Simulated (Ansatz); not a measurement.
**BHLYP/def2-SVP (core potential) run of SnHCl3O (SMILES [OH][Sn]([Cl])([Cl])[Cl])**

Aim: the vertical ionisation energy of SnHCl3O at BHLYP/def2-SVP (core potential), from 2 runs. 

The results are computed with Ansatz 0.2.0.

80 further runs of the same task are left out: 6 that didn't finish, 74 set aside as unsound or not needed.

## (1) The structure to begin with

The species is SnHCl3O (6 atoms), meant as a singlet with charge 0. As SMILES, `[OH][Sn]([Cl])([Cl])[Cl]`. The shape is that of a PBE0-D4/def2-TZVP optimisation.

Bond lengths: O1–Sn2 1.932 Å, Sn2–Cl3 2.281 Å, Sn2–Cl4 2.296 Å, Sn2–Cl5 2.296 Å, O1–H6 0.962 Å. Angles: O1–Sn2–Cl3 106.3°, O1–Sn2–Cl4 110.7°, O1–Sn2–Cl5 110.6°, Cl3–Sn2–Cl4 110.5°, Cl3–Sn2–Cl5 110.6°, Cl4–Sn2–Cl5 108.2°, Sn2–O1–H6 113.2°.

## (2) A single-point energy at BHLYP/def2-SVP (core potential)

input.yaml

```yaml
basis:
  gaussian:
    orbitals: def2-SVP
crystal:
  periodic: [false, false, false]
  atoms:
    - {symbol: O, position_ang: [-0.674300, 0.477500, 1.363600]}
    - {symbol: Sn, position_ang: [0.251900, -0.201000, -0.189900]}
    - {symbol: Cl, position_ang: [1.931200, -1.529700, 0.595300]}
    - {symbol: Cl, position_ang: [-1.175400, -1.411300, -1.519500]}
    - {symbol: Cl, position_ang: [1.105000, 1.525900, -1.439200]}
    - {symbol: H, position_ang: [-1.396100, 1.074500, 1.143600]}
output:
  orbitals: {seedname: orbitals}
magnetization:
  spin_polarized: false
  initial_magnetization: 0
hamiltonian:
  xc: {name: BHLYP}
accuracy: high
```

Command:

```
$ ansatz run input.yaml --threads 1 --pin off --max-ram 3480MiB --events-out events.jsonl --progress --plain --runs-dir runs
```

The program printed:

```text
Warning: RAYON_NUM_THREADS=1 ignored (pool sized by the plan → 1); use --threads N
Functional definition: BHLYP
  name "BHLYP"
  parameter a = 0.5
  exchange = (1 - a)*b88_x + a*exact_x
  correlation = lyp_c
2082 factors; integrals over basis functions are off by at most 3.4e-9 eV
mean field evaluation 1: about -45445.3566 eV, gradient 4.8e1 eV
mean field evaluation 2: about -45441.2087 eV, gradient 6.7e1 eV
mean field evaluation 4: about -45449.8105 eV, gradient 2.2e0 eV
mean field evaluation 8: about -45450.0862 eV, gradient 1.3e-1 eV
mean field evaluation 16: about -45450.0864 eV, gradient 8.1e-5 eV
mean field -45450.08637280 eV, -1670.2598670253 hartree, gradient 7.6e-8 eV, S^2 0.000000; 0 other end points of the search recorded, 0 dependent functions left out
reference -45450.08640001 eV, -1670.2598680253 hartree; 41, 41 occupied and 58, 58 virtual orbitals, 2082 factors
Total energy: -45450.08640001 eV, -1670.2598680253 hartree
```

Wall time 15 s (1 thread of Arm Neoverse V1, shared host); peak memory 0.41 GiB.

## (3) The doublet cation

run.yaml

```yaml
crystal:
  periodic: [false, false, false]
  atoms:
    - {symbol: O, position_ang: [-0.674300, 0.477500, 1.363600]}
    - {symbol: Sn, position_ang: [0.251900, -0.201000, -0.189900]}
    - {symbol: Cl, position_ang: [1.931200, -1.529700, 0.595300]}
    - {symbol: Cl, position_ang: [-1.175400, -1.411300, -1.519500]}
    - {symbol: Cl, position_ang: [1.105000, 1.525900, -1.439200]}
    - {symbol: H, position_ang: [-1.396100, 1.074500, 1.143600]}
basis:
  gaussian:
    orbitals: def2-SVP
total_charge: 1
magnetization:
  spin_polarized: true
  initial_magnetization: 1
hamiltonian:
  xc: {name: BHLYP}
accuracy: high
output: {orbitals: {seedname: orbitals}}
```

Command:

```
$ ansatz run run.yaml --threads 1 --pin off --max-ram 3480MiB --events-out events.jsonl --progress --plain --runs-dir runs
```

The program printed:

```text
Warning: RAYON_NUM_THREADS=1 ignored (pool sized by the plan → 1); use --threads N
[... 5 set-up lines as earlier in the session ...]
2081 factors; integrals over basis functions are off by at most 3.4e-9 eV
mean field evaluation 1: about -45430.8152 eV, gradient 4.3e1 eV
mean field evaluation 2: about -45397.9726 eV, gradient 9.2e1 eV
mean field evaluation 4: about -45437.9237 eV, gradient 5.0e0 eV
mean field evaluation 8: about -45438.1417 eV, gradient 3.9e-1 eV
mean field evaluation 16: about -45438.1189 eV, gradient 1.8e0 eV
mean field evaluation 32: about -45438.1248 eV, gradient 1.5e-1 eV
mean field -45438.15317118 eV, -1669.8213299545 hartree, gradient 2.2e-8 eV, S^2 0.764499; 6 other end points of the search recorded, 0 dependent functions left out
reference -45438.15319809 eV, -1669.8213309433 hartree; 41, 40 occupied and 58, 59 virtual orbitals, 2081 factors
Total energy: -45438.15319809 eV, -1669.8213309433 hartree
```

Wall time 62 s (1 thread of Arm Neoverse V1, shared host); peak memory 0.7 GiB.

## (4) Results

Level: BHLYP/def2-SVP (core potential).

| quantity | value |
| --- | --- |
| singlet SnHCl3O: total energy | -1670.25987 Eh |
| singlet SnHCl3O: HOMO energy | -10.72 eV |
| singlet SnHCl3O: LUMO energy | -1.59 eV |
| singlet SnHCl3O: HOMO–LUMO gap | 9.13 eV |
| doublet cation: total energy | -1669.82133 Eh |
| doublet cation: HOMO energy (highest over α and β) | -15.54 eV |
| doublet cation: LUMO energy (lowest over α and β) | -13.11 eV |
| doublet cation: ⟨S²⟩ | 0.764 |
| vertical ionisation energy (to the doublet cation) | 11.933 eV |

**Reading.** Removing an electron at fixed nuclei costs 11.93 eV (275 kcal/mol). −ε(HOMO) before ionisation, 10.72 eV, is 1.21 eV below this ionisation energy.
